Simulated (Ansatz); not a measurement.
# InNH3Cl (SMILES [NH2][InH][Cl]): CAM-B3LYP/def2-SVPD (core potential)

Aim: the electronic atomisation energy of InNH3Cl at CAM-B3LYP/def2-SVPD (core potential), from 5 runs. 

The calculation is run with Ansatz 0.2.0.

22 further runs of the same task are left out: 22 set aside as unsound or not needed.

## (1) The molecule

The species is InNH3Cl (6 atoms), meant as a singlet with charge 0. As SMILES, `[NH2][InH][Cl]`. The coordinates come from a PBE0-D4/def2-TZVP relaxation.

Bond lengths: N1–In2 1.995 Å, In2–Cl3 2.339 Å, N1–H4 1.007 Å, N1–H5 1.008 Å, In2–H6 1.693 Å. Angles: N1–In2–Cl3 109.2°, N1–In2–H6 131.5°, Cl3–In2–H6 119.1°, In2–N1–H4 121.6°, In2–N1–H5 118.5°, H4–N1–H5 111.0°.

## (2) A single-point energy at CAM-B3LYP/def2-SVPD (core potential)

Contents of molecule.yaml:

```yaml
basis:
  gaussian:
    orbitals: def2-SVPD
crystal:
  periodic: [false, false, false]
  atoms:
    - {symbol: N, position_ang: [-1.020800, 0.188100, -0.504100]}
    - {symbol: In, position_ang: [0.792100, 0.148600, 0.327900]}
    - {symbol: Cl, position_ang: [0.990800, -1.771000, 1.649200]}
    - {symbol: H, position_ang: [-1.219400, 0.761400, -1.308200]}
    - {symbol: H, position_ang: [-1.558200, -0.664500, -0.526800]}
    - {symbol: H, position_ang: [2.057500, 1.273400, 0.315800]}
magnetization:
  spin_polarized: false
  initial_magnetization: 0
hamiltonian:
  xc: {name: CAM-B3LYP}
accuracy: high
output: {orbitals: {seedname: orbitals}}
```

The run is started by

```
$ ansatz run molecule.yaml --threads 1 --pin off --max-ram 3480MiB --events-out events.jsonl --progress --plain --runs-dir runs
```

Log:

```text
Warning: RAYON_NUM_THREADS=1 ignored (pool sized by the plan → 1); use --threads N
Functional definition: CAM-B3LYP
  name "CAM-B3LYP"
  parameter alpha = 0.19
  parameter beta = 0.46
  parameter omega = 0.33/bohr
  parameter ac = 0.81
  exchange = (1 - alpha - beta)*b88_x + beta*b88_x_sr(omega) + alpha*exact_x + beta*exact_x_lr(omega)
  correlation = (1 - ac)*vwn5_c + ac*lyp_c
2197 factors; integrals over basis functions are off by at most 3.8e-9 eV
609 factors; integrals over basis functions are off by at most 1.2e-9 eV
mean field evaluation 1: about -19224.7281 eV, gradient 5.4e1 eV
mean field evaluation 2: about -19214.6606 eV, gradient 8.2e1 eV
mean field evaluation 4: about -19230.9144 eV, gradient 3.3e0 eV
mean field evaluation 8: about -19230.9874 eV, gradient 1.4e-1 eV
mean field evaluation 16: about -19230.9875 eV, gradient 2.3e-5 eV
mean field -19230.98746935 eV, -706.7257542672 hartree, gradient 8.4e-8 eV, S^2 0.000000; 0 other end points of the search recorded, 0 dependent functions left out
reference -19230.98748785 eV, -706.7257549470 hartree; 24, 24 occupied and 79, 79 virtual orbitals, 2197 factors
Total energy: -19230.98748785 eV, -706.7257549470 hartree
```

Run time: 14 s. Hardware: 1 thread of Intel Xeon Platinum 8259CL at 2.50GHz (Skylake/Cascade Lake), shared host; peak memory 0.46 GiB.

## (3) The Cl atom

Contents of job.yaml:

```yaml
crystal:
  periodic: [false, false, false]
  atoms:
    - {symbol: Cl, position_ang: [0.000000, 0.000000, 0.000000]}
basis:
  gaussian: {orbitals: def2-SVPD}
total_charge: 0
magnetization: {spin_polarized: true, initial_magnetization: 1}
hamiltonian: {xc: {name: CAM-B3LYP}}
accuracy: high
```

The run is started by

```
$ ansatz run job.yaml --threads 1 --pin off --max-ram 3480MiB --events-out events.jsonl --progress --plain --runs-dir runs
```

Log, shortened:

```text
Warning: RAYON_NUM_THREADS=1 ignored (pool sized by the plan → 1); use --threads N
[... 8 set-up lines as earlier in the session ...]
222 factors; integrals over basis functions are off by at most 2.5e-9 eV
110 factors; integrals over basis functions are off by at most 4.7e-10 eV
mean field evaluation 1: about -12517.5868 eV, gradient 2.8e0 eV
mean field evaluation 2: about -12517.6361 eV, gradient 6.9e-1 eV
mean field evaluation 4: about -12517.6371 eV, gradient 7.1e-1 eV
mean field evaluation 8: about -12517.6406 eV, gradient 3.4e-3 eV
mean field evaluation 16: about -12517.6406 eV, gradient 2.1e-8 eV
mean field -12517.64059300 eV, -460.0148070311 hartree, gradient 1.6e-8 eV, S^2 0.752349; 0 other end points of the search recorded, 0 dependent functions left out
reference -12517.64060400 eV, -460.0148074353 hartree; 9, 8 occupied and 18, 19 virtual orbitals, 222 factors
Total energy: -12517.64060400 eV, -460.0148074353 hartree
```

It took 1.3 s on 1 thread of Intel Xeon Platinum 8259CL at 2.50GHz (Skylake/Cascade Lake), shared host; peak memory 0.11 GiB.

## (4) The H atom

Contents of in.yaml:

```yaml
crystal:
  periodic: [false, false, false]
  atoms:
    - {symbol: H, position_ang: [0.000000, 0.000000, 0.000000]}
basis:
  gaussian:
    orbitals: def2-SVPD
magnetization:
  spin_polarized: true
  initial_magnetization: 1
hamiltonian:
  xc: {name: CAM-B3LYP}
accuracy: high
```

Run the same way, it converges to -0.49790 Eh (log not shown).

## (5) The In atom at the same level

Contents of job.yaml:

```yaml
crystal:
  periodic: [false, false, false]
  atoms:
    - symbol: In
      position_ang: [0.000000, 0.000000, 0.000000]
basis:
  gaussian:
    orbitals: def2-SVPD
magnetization:
  spin_polarized: true
  initial_magnetization: 1
hamiltonian:
  xc: {name: CAM-B3LYP}
accuracy: high
```

The run is started by

```
$ ansatz run job.yaml --threads 1 --pin off --max-ram 3480MiB --events-out events.jsonl --progress --plain --runs-dir runs
```

Log, shortened:

```text
Warning: RAYON_NUM_THREADS=1 ignored (pool sized by the plan → 1); use --threads N
[... 8 set-up lines as earlier in the session ...]
297 factors; integrals over basis functions are off by at most 1.1e-9 eV
135 factors; integrals over basis functions are off by at most 1.0e-9 eV
mean field evaluation 1: about -5172.5124 eV, gradient 1.9e0 eV
mean field evaluation 2: about -5172.5498 eV, gradient 5.1e-1 eV
mean field evaluation 4: about -5172.5522 eV, gradient 5.1e-1 eV
mean field evaluation 8: about -5172.5554 eV, gradient 1.7e-3 eV
mean field evaluation 16: about -5172.5554 eV, gradient 2.5e-7 eV
mean field -5172.55544523 eV, -190.0879065283 hartree, gradient 2.8e-8 eV, S^2 0.753156; 0 other end points of the search recorded, 0 dependent functions left out
reference -5172.55545582 eV, -190.0879069174 hartree; 11, 10 occupied and 21, 22 virtual orbitals, 297 factors
Total energy: -5172.55545582 eV, -190.0879069174 hartree
```

Wall time 2.3 s (1 thread of Intel Xeon Platinum 8259CL at 2.50GHz (Skylake/Cascade Lake), shared host); peak memory 0.13 GiB.

## (6) The N atom

Contents of run.yaml:

```yaml
crystal:
  periodic: [false, false, false]
  atoms:
    - symbol: N
      position_ang: [0.000000, 0.000000, 0.000000]
basis:
  gaussian:
    orbitals: def2-SVPD
magnetization:
  spin_polarized: true
  initial_magnetization: 3
hamiltonian:
  xc: {name: CAM-B3LYP}
accuracy: high
```

Run the same way, it converges to -54.51748 Eh (log not shown).

## (7) Results

At CAM-B3LYP/def2-SVPD (core potential):

```
                     quantity          value
       molecule: total energy  -706.72575 Eh
        molecule: HOMO energy       -9.03 eV
        molecule: LUMO energy       -0.50 eV
      molecule: HOMO–LUMO gap        8.52 eV
        Cl atom: total energy  -460.01481 Eh
                Cl atom: ⟨S²⟩          0.752
         H atom: total energy    -0.49790 Eh
                 H atom: ⟨S²⟩          0.750
        In atom: total energy  -190.08791 Eh
                In atom: ⟨S²⟩          0.753
         N atom: total energy   -54.51748 Eh
                 N atom: ⟨S²⟩          3.754
electronic atomisation energy      16.650 eV
```

What this shows: Taking the molecule apart into free atoms costs 16.65 eV (1606 kJ/mol), before zero-point energy and without spin-orbit coupling.
